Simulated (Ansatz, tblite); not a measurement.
**Cis-Sn(H2O)2Cl4 (Cl4H4O2Sn): spin states and exact exchange**

Aim: set other spin states of cis-Sn(H2O)2Cl4 (Cl4H4O2Sn) against its singlet, on many levels of theory.

Program: Ansatz 0.2.0, Gaussian basis. Level of theory: as each input shows. These are calculated values, not measurements.

Levels to be run: triplet, at the geometry of the singlet (GFN1-xTB, GFN2-xTB, PBE0-D4/def2-TZVP, PBE-D4/def2-TZVP, r2SCAN-D4/def2-TZVP); the singlet's energies come from earlier runs.

5 further runs of the same task are left out: 2 that didn't finish, 3 set aside as unsound or not needed. Runs told in other sessions of the task aren't counted.

## (1) The geometry

The geometry is that of the singlet, from an earlier relaxation (PBE0-D4/def2-SVP).

11 atoms, charge 0, spin multiplicity 1.

Bond lengths: Sn1–O2 2.335 Å, Sn1–Cl5 2.359 Å, Sn1–O6 2.335 Å, Sn1–Cl9 2.360 Å, Sn1–Cl10 2.391 Å, Sn1–Cl11 2.391 Å, O2–H3 0.974 Å, O2–H4 0.970 Å, O6–H7 0.974 Å, O6–H8 0.970 Å. Angles: O2–Sn1–Cl5 166.8°, O2–Sn1–O6 81.7°, O2–Sn1–Cl9 85.5°, O2–Sn1–Cl10 82.4°, O2–Sn1–Cl11 77.8°, Cl5–Sn1–O6 85.5°, Cl5–Sn1–Cl9 107.4°, Cl5–Sn1–Cl10 98.1°, Cl5–Sn1–Cl11 97.4°, O6–Sn1–Cl9 166.8°, O6–Sn1–Cl10 77.8°, O6–Sn1–Cl11 82.4°, Cl9–Sn1–Cl10 97.4°, Cl9–Sn1–Cl11 98.1°, Cl10–Sn1–Cl11 153.7°, Sn1–O2–H3 100.3°, Sn1–O2–H4 105.4°, H3–O2–H4 106.1° and more.

Sn takes a core potential in the def2 sets. No spin-orbit coupling is included.

## (2) Triplet at the fixed geometry, GFN1-xTB

Tight binding, by tblite at 300 K electronic temperature and without a spin-polarisation term:

```python
tblite.interface.Calculator('GFN1-xTB', numbers, positions, charge=0, uhf=2).singlepoint()
```

Energy -845.8828 eV; 0.016 s.

## (3) Triplet at the fixed geometry, GFN2-xTB

Tight binding, by tblite at 300 K electronic temperature and without a spin-polarisation term:

```python
tblite.interface.Calculator('GFN2-xTB', numbers, positions, charge=0, uhf=2).singlepoint()
```

Energy -830.4022 eV; 0.02 s.

## (4) Triplet at the fixed geometry, PBE0-D4/def2-TZVP

Input file in.yaml:

```yaml
crystal:
  periodic: [false, false, false]
  atoms:
    - {symbol: Sn, position_ang: [-0.543817, -0.006185, -0.534643]}
    - {symbol: O, position_ang: [-0.355137, 0.027401, 1.792439]}
    - {symbol: H, position_ang: [-0.353680, -0.927884, 1.980139]}
    - {symbol: H, position_ang: [-1.205685, 0.363355, 2.115624]}
    - {symbol: Cl, position_ang: [-0.210515, -0.174097, -2.864369]}
    - {symbol: O, position_ang: [1.786419, -0.009957, -0.385045]}
    - {symbol: H, position_ang: [1.963290, 0.947286, -0.399270]}
    - {symbol: H, position_ang: [2.100141, -0.354120, -1.235819]}
    - {symbol: Cl, position_ang: [-2.869316, 0.137382, -0.161941]}
    - {symbol: Cl, position_ang: [-0.048313, 2.319780, -0.291454]}
    - {symbol: Cl, position_ang: [-0.263387, -2.322980, -0.015649]}
basis:
  gaussian: {orbitals: def2-TZVP}
magnetization: {spin_polarized: true, initial_magnetization: 2}
hamiltonian: {xc: pbe0, dispersion: d4}
scf: {omitted_lower_state_checks: [starts]}
output: {orbitals: {seedname: orbitals}}
```

The run is started by

```console
$ ansatz run in.yaml --threads 4 --pin off --events-out ev --progress --plain --max-ram 4787MiB
```

The log of the run:

```text
Functional definition: PBE0
  name "PBE0"
  cite "Adamo & Barone, J. Chem. Phys. 110, 6158 (1999) doi:10.1063/1.478522"
  cite "Perdew, Burke & Ernzerhof, Phys. Rev. Lett. 77, 3865 (1996) doi:10.1103/PhysRevLett.77.3865"
  parent pbe
  parameter a = 0.25
  parameter kappa = 0.804
  parameter beta = 0.06672455060314922
  exchange = (1 - a)*pbe_x(kappa = kappa, mu = beta*pi^2/3) + a*exact_x
  correlation = pbe_c(beta = beta)
these checks for a lower state are left out or cut short: starts
2011 factors; their error is unknown
the host lacks memory for fits, so the integrals are decomposed
1924 factors; integrals over basis functions are off by at most 1.6e-3 eV
mean field evaluation 1: about -60057.9114 eV, gradient 4.8e1 eV
mean field evaluation 2: about -60034.9257 eV, gradient 8.7e1 eV
mean field evaluation 4: about -60064.8556 eV, gradient 6.9e0 eV
mean field evaluation 8: about -60065.0936 eV, gradient 3.8e-1 eV
mean field evaluation 16: about -60065.2966 eV, gradient 1.3e-2 eV
mean field evaluation 32: about -60065.2967 eV, gradient 2.2e-4 eV
mean field -60065.29665251 eV, -2207.3589382595 hartree, gradient 1.2e-5 eV, S^2 2.005283; 0 other end points of the search recorded, 0 dependent functions left out
reference -60065.29668836 eV, -2207.3589395769 hartree; 56, 54 occupied and 228, 230 virtual orbitals, 1924 factors
Total energy: -60065.69179603 eV, -2207.3734595157 hartree
Checks for a lower state left out: starts
```

Run time: 24 s. Hardware: 4 threads of AMD EPYC 7B13, shared host; peak memory 1.4 GiB.

From the report: HOMO -4.36 eV, LUMO -7.36 eV (over both spins; with the spin held, an empty level of the minority spin lies below the top filled one); ⟨S²⟩ 2.005 (pure: 2.00).

## (5) Triplet at the fixed geometry, PBE-D4/def2-TZVP

start.molden holds the orbitals of an earlier run on this state, given as this run's starting guess.

Edit in.yaml of step 4 so:

```diff
@@ -15,5 +15,5 @@
 basis:
-  gaussian: {orbitals: def2-TZVP}
+  gaussian: {orbitals: def2-TZVP, initial_orbitals: start.molden}
 magnetization: {spin_polarized: true, initial_magnetization: 2}
-hamiltonian: {xc: pbe0, dispersion: d4}
+hamiltonian: {xc: pbe, dispersion: d4}
 scf: {omitted_lower_state_checks: [starts]}
```

Launched as before.

The log of the run:

```text
Functional definition: PBE
  name "PBE"
  cite "Perdew, Burke & Ernzerhof, Phys. Rev. Lett. 77, 3865 (1996) doi:10.1103/PhysRevLett.77.3865"
  parent pbe
  parameter kappa = 0.804
  parameter beta = 0.06672455060314922
  exchange = pbe_x(kappa = kappa, mu = beta*pi^2/3)
  correlation = pbe_c(beta = beta)
these checks for a lower state are left out or cut short: starts
1890 factors; their error is unknown
mean field evaluation 1: about -60061.5736 eV, gradient 1.3e1 eV
mean field evaluation 2: about -60061.7623 eV, gradient 2.8e-1 eV
mean field evaluation 4: about -60061.7519 eV, gradient 6.0e-3 eV
mean field evaluation 8: about -60061.7519 eV, gradient 1.7e-5 eV
mean field evaluation 16: about -60061.7519 eV, gradient 2.1e-6 eV
mean field -60061.75190113 eV, -2207.2286710489 hartree, gradient 2.1e-6 eV, S^2 2.001547; 0 other end points of the search recorded, 0 dependent functions left out
reference -60061.75194956 eV, -2207.2286728287 hartree; 56, 54 occupied and 228, 230 virtual orbitals, 1890 factors
Total energy: -60062.20550958 eV, -2207.2453408520 hartree
Checks for a lower state left out: starts
```

Run time: 8 s. Hardware: 4 threads of AMD EPYC 7B13, shared host; peak memory 0.65 GiB.

Report: HOMO -3.55 eV, LUMO -7.41 eV (over both spins; with the spin held, an empty level of the minority spin lies below the top filled one); ⟨S²⟩ 2.002 (pure: 2.00).

## (6) Triplet at the fixed geometry, r2SCAN-D4/def2-TZVP

Edit in.yaml of step 5 so:

```diff
@@ -17,3 +17,3 @@
 magnetization: {spin_polarized: true, initial_magnetization: 2}
-hamiltonian: {xc: pbe, dispersion: d4}
+hamiltonian: {xc: r2scan, dispersion: d4}
 scf: {omitted_lower_state_checks: [starts]}
```

Launched as before.

The log of the run, shortened:

```text
Functional definition: r2SCAN
  name "r2SCAN"
  cite "Furness, Kaplan, Ning, Perdew & Sun, J. Phys. Chem. Lett. 11, 8208 (2020) doi:10.1021/acs.jpclett.0c02405"
  cite "Furness, Kaplan, Ning, Perdew & Sun, J. Phys. Chem. Lett. 11, 9248 (2020) doi:10.1021/acs.jpclett.0c03077"
  parent r2scan
[...]
1890 factors; their error is unknown
[...]
mean field -60083.49251388 eV, -2208.0276238310 hartree, gradient 4.4e-6 eV, S^2 2.003536; 0 other end points of the search recorded, 0 dependent functions left out
reference -60083.49252898 eV, -2208.0276243859 hartree; 56, 54 occupied and 228, 230 virtual orbitals, 1890 factors
Total energy: -60083.60458486 eV, -2208.0317423637 hartree
Checks for a lower state left out: starts
```

Run time: 19 s. Hardware: 4 threads of AMD EPYC 7B13, shared host; peak memory 0.75 GiB.

HOMO -3.61 eV, LUMO -7.66 eV (over both spins; with the spin held, an empty level of the minority spin lies below the top filled one); ⟨S²⟩ 2.004 (pure: 2.00).

## (7) Triplet less singlet, vertical

The singlet's energies are those of its earlier runs, whose logs aren't repeated here.

| level | triplet less singlet, vertical (kcal/mol) | time |
| --- | --- | --- |
| GFN1-xTB | +61.5 | 0.028 s |
| GFN2-xTB | +50.0 | 0.033 s |
| PBE-D4/def2-TZVP | +86.8 | 12 s |
| r2SCAN-D4/def2-TZVP | +94.9 | 26 s |
| PBE0-D4/def2-TZVP | +103.1 | 33 s |

Times add the two runs; a level without a time comes out of a correlated run. Tight binding without a spin term can't rank spin states.

## (8) Summary of results

| quantity | value |
| --- | --- |
| triplet less singlet, vertical, functionals in def2-TZVP | +86.8 (PBE-D4) to +103.1 kcal/mol (PBE0-D4) |

All functionals put the triplet above the singlet, over a spread of 16.3 kcal/mol. The checks for a lower triplet were left out, so another state of that spin may lie lower. These are electronic energies, without zero-point motion, entropy or surroundings.
